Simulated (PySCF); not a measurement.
# H4Hg2 (Hg2(H)2(H)2): the cost of one run

Method: B3LYP, Hg def2-SVP with ECP60, H def2-SVP; scalar-relativistic core potentials, no spin–orbit coupling; program: PySCF 2.14.0.

3 further runs of the same task are left out: 2 for a known fault of the program, 1 that didn't finish.

## Step 1: The starting structure

6 atoms, charge 0, spin multiplicity 1.

Bond lengths: Hg1–H4 1.668 Å, Hg1–H5 1.662 Å, Hg2–H3 1.668 Å, Hg2–H6 1.662 Å. Angles: H4–Hg1–H5 179.5°, H3–Hg2–H6 179.5°.

Geometry (Å):

```mol
H4Hg2
  3D, bonds by distance, orders not assigned

  6  4  0  0  0  0  0  0  0  0999 V2000
   -0.6485    0.0000    1.9732 Hg  0  0
    0.6485   -0.0000   -1.9732 Hg  0  0
    1.6048   -0.0000   -0.6060 H   0  0
   -1.6048    0.0000    0.6060 H   0  0
    0.2926    0.0000    3.3429 H   0  0
   -0.2926   -0.0000   -3.3429 H   0  0
  1  4  8  0
  1  5  8  0
  2  3  8  0
  2  6  8  0
M  END
```

Formal oxidation states: Hg +2. An earlier session relaxed this geometry at B3LYP, Hg def2-SVP with ECP60, H def2-SVP (singlet, point group C2h).

Its energy there is -309.411787 Eh.

## Step 2: Multiplicity 3 at the relaxed geometry

Input file run.py (the lines that set the calculation):

```python
mol = gto.M(atom='''
Hg    -0.64851     0.00000     1.97320
Hg     0.64851     0.00000    -1.97320
H      1.60484     0.00000    -0.60601
H     -1.60484     0.00000     0.60601
H      0.29258     0.00000     3.34293
H     -0.29258     0.00000    -3.34293''',
    basis={'Hg': 'def2-SVP', 'H': 'def2-SVP'},
    ecp={'Hg': 'def2-SVP'},
    charge=0, spin=2)
mf = dft.UKS(mol, xc='B3LYP')
mf.grids.atom_grid = (50, 194)
mf = mf.density_fit()  # fitting sets: Hg def2-universal-JKFIT, H def2-universal-JKFIT
mf.conv_tol = 1e-08; mf.max_cycle = 55
mf.kernel(dm0)  # dm0: free metal ions and neutral atoms
```

On the command line:

```console
OMP_NUM_THREADS=2 python run.py
```

**Question.** How long does this run take on 2 threads of Arm Neoverse V2, shared host?

About 1.9 s.
